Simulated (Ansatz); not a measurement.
C2H5BO, SMILES CB1CO1, a rigid scan of one bond length

Program: Ansatz 0.2.0 through its Python package.

Notebook, run cell by cell (the value of a cell's last expression is shown):

In [1]:
```python
from dataclasses import dataclass

import ansatz as az
import numpy as np
```

In [2]:
```python
@dataclass(frozen=True)
class RunConfig:
    basis_set: str = "6-31G*"
    functional: str = "r2scan0"


cfg = RunConfig()
```

In [3]:
```python
mol = (
    az.Crystal.molecule()
    .atom("C", (-0.3742, 0.9975, -0.876))
    .atom("B", (0.3695, -0.1484, -0.2065))
    .atom("C", (0.3741, -1.0254, 1.0807))
    .atom("O", (0.729, -1.6041, -0.1184))
    .atom("H", (-0.9747, 0.6507, -1.7862))
    .atom("H", (-1.1398, 1.4897, -0.1606))
    .atom("H", (0.3183, 1.8287, -1.209))
    .atom("H", (-0.5399, -1.308, 1.5014))
    .atom("H", (1.3263, -0.927, 1.7576))
)
```

In [4]:
```python
symbols = [site.symbol for site in mol.cartesian_sites]
start = np.array([site.position_ang for site in mol.cartesian_sites])
axis = (start[4] - start[0]) / np.linalg.norm(start[4] - start[0])
moving = [4]
lengths, energies = [1.007, 1.053, 1.098, 1.144, 1.19, 1.236, 1.282, 1.35], []
for length in lengths:
    xyz = start.copy()
    xyz[moving] += (length - np.linalg.norm(start[4] - start[0])) * axis
    point = az.Crystal.molecule()
    for symbol, place in zip(symbols, xyz):
        point = point.atom(symbol, place.tolist())
    base = (
        point.calculation()
        .basis(gaussian=cfg.basis_set)
        .functional(cfg.functional)
    )
    report = base.run(threads=1, backend="cpu").report
    energies.append(report["free_energy_ev"])
    print(f"r = {length:6.3f} A  E = {energies[-1]:.5f} eV  <S^2> = {abs(report['mean_field']['state']['spin_squared']):.3f}")

# quartic fit about the minimum
fit = np.polynomial.Polynomial.fit(lengths, np.array(energies) - min(energies), 4).convert()
roots = [r.real for r in fit.deriv().roots() if abs(r.imag) < 1e-9 and fit.deriv(2)(r.real) > 0]
r_e = min(roots, key=lambda r: abs(r - lengths[int(np.argmin(energies))]))
print(f"minimum of the fit at {r_e:.4f} A, force constant {fit.deriv(2)(r_e):.2f} eV/A^2")
```
```text
r =  1.007 A  E = -4873.85317 eV  <S^2> = 0.000
r =  1.053 A  E = -4873.97318 eV  <S^2> = 0.000
r =  1.098 A  E = -4874.00207 eV  <S^2> = 0.000
r =  1.144 A  E = -4873.96203 eV  <S^2> = 0.000
r =  1.190 A  E = -4873.86830 eV  <S^2> = 0.000
r =  1.236 A  E = -4873.73408 eV  <S^2> = 0.000
r =  1.282 A  E = -4873.56980 eV  <S^2> = 0.000
r =  1.350 A  E = -4873.28889 eV  <S^2> = 0.000
minimum of the fit at 1.0931 A, force constant 34.34 eV/A^2
```

Caveats:
- Total energies depend on the basis set; only differences at equal settings carry meaning.
- The rest of the molecule is held rigid at a force-field or estimated start geometry, and the basis set is modest; single-reference methods fail as a bond breaks.
- The orbitals are restricted, so S² is zero by construction.
- Finished in 25 s on 1 thread of Arm Neoverse V1, with other jobs on the host, peak memory 0.21 GiB.

(Lines on the test bed's own set-up are left out of the output.)
